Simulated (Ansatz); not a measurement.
# HSBr (triplet): wave-function methods side by side at distance Br1–H2 along a hydrogen transfer = 1.421 Å, cc-pVTZ

How much of the correlation energy of HSBr (triplet) does each wave-function method recover here?

Method: cc-pVTZ, core rule «outside noble gas», up to 19 orbitals frozen; program: Ansatz 0.2.0, Gaussian basis.

The runs, in order: UHF; CCSD(T) on ROHF; CCSD(T) on UHF; BCCD(T) on ROHF; CCSDT(Q) on ROHF; CCSDT(Q) on UHF; CASSCF and MRCISD+Q, 4 electrons in 4 orbitals; CASSCF and NEVPT2, 4 electrons in 4 orbitals; CASSCF and MRCISD+Q, 14 electrons in 9 orbitals; CASSCF and NEVPT2, 14 electrons in 9 orbitals.

### Step 1. What is computed

The geometry derives from fragments relaxed apart (PBE0/def2-TZVP) and kept rigid, so it is no stationary point. A hydrogen atom is moved between rigid fragments. No spin-orbit coupling is included. The filled d shell of Br may be among the frozen orbitals whatever the setting's name suggests; the logs give the count.

3 atoms, charge 0, spin multiplicity 3.

Atoms are counted from 1 here; the program's logs count them from 0.

Bond lengths: Br1–H2 1.421 Å.

### Step 2. UHF

The input, in.yaml:

```yaml
crystal:
  periodic: [false, false, false]
  atoms:
    - {symbol: Br, position_ang: [0.000000, 0.000000, -1.674200]}
    - {symbol: H, position_ang: [0.000000, 0.000000, -0.253600]}
    - {symbol: S, position_ang: [0.000000, 0.000000, 1.927800]}
basis:
  gaussian: {orbitals: cc-pVTZ}
magnetization: {spin_polarized: true, initial_magnetization: 2}
hamiltonian: {xc: hf}
output: {orbitals: {seedname: orbitals}}
```

Started as:

```console
> ansatz run in.yaml --threads 1 --pin off --events-out ev --progress --plain --max-ram 2816MiB --backend cpu
```

After this run come: CCSD(T) on ROHF; CCSD(T) on UHF; BCCD(T) on ROHF; CCSDT(Q) on ROHF; CCSDT(Q) on UHF; CASSCF and MRCISD+Q, 4 electrons in 4 orbitals; CASSCF and NEVPT2, 4 electrons in 4 orbitals; CASSCF and MRCISD+Q, 14 electrons in 9 orbitals; CASSCF and NEVPT2, 14 electrons in 9 orbitals.

Q: Predict the results of all the runs planned. Wanted: UCCSDT(Q) below the RHF energy; RMP2 from UCCSDT(Q); UMP2 from UCCSDT(Q); RCCSD from UCCSDT(Q); RCCSD(T) from UCCSDT(Q); UCCSD(T) from UCCSDT(Q); RCCSDT(Q) from UCCSDT(Q); NEVPT2 pair from UCCSDT(Q); MRCISD+Q pair from UCCSDT(Q).

**Answer**, as computed:

| quantity | value |
| --- | --- |
| UCCSDT(Q) below the RHF energy | -9.6837 eV |
| RMP2 from UCCSDT(Q) | +1419.2 meV |
| UMP2 from UCCSDT(Q) | +1455.6 meV |
| RCCSD from UCCSDT(Q) | +376.4 meV |
| RCCSD(T) from UCCSDT(Q) | +46.7 meV |
| UCCSD(T) from UCCSDT(Q) | +45.5 meV |
| RCCSDT(Q) from UCCSDT(Q) | +1.5 meV |
| NEVPT2 pair from UCCSDT(Q) | +1444.6 meV |
| MRCISD+Q pair from UCCSDT(Q) | +192.5 meV |
| NEVPT2 valence from UCCSDT(Q) | +2139.4 meV |
| levels within 1 kcal/mol (43 meV) | RCCSDT, UCCSDT, RCCSDT(Q) |
| T1 diagnostic | 0.012 |
| effectively unpaired electrons | 2.01 |

RCCSD(T) lands +46.7 meV from the yardstick (0.5 % of the correlation energy). One determinant dominates. Of the multireference levels listed MRCISD+Q pair comes nearest in total energy (+192.5 meV), which doesn't show that its space is the better one. These misses are within one basis, not against nature; the frozen cores of restricted and unrestricted runs differ, which can shift their rows.
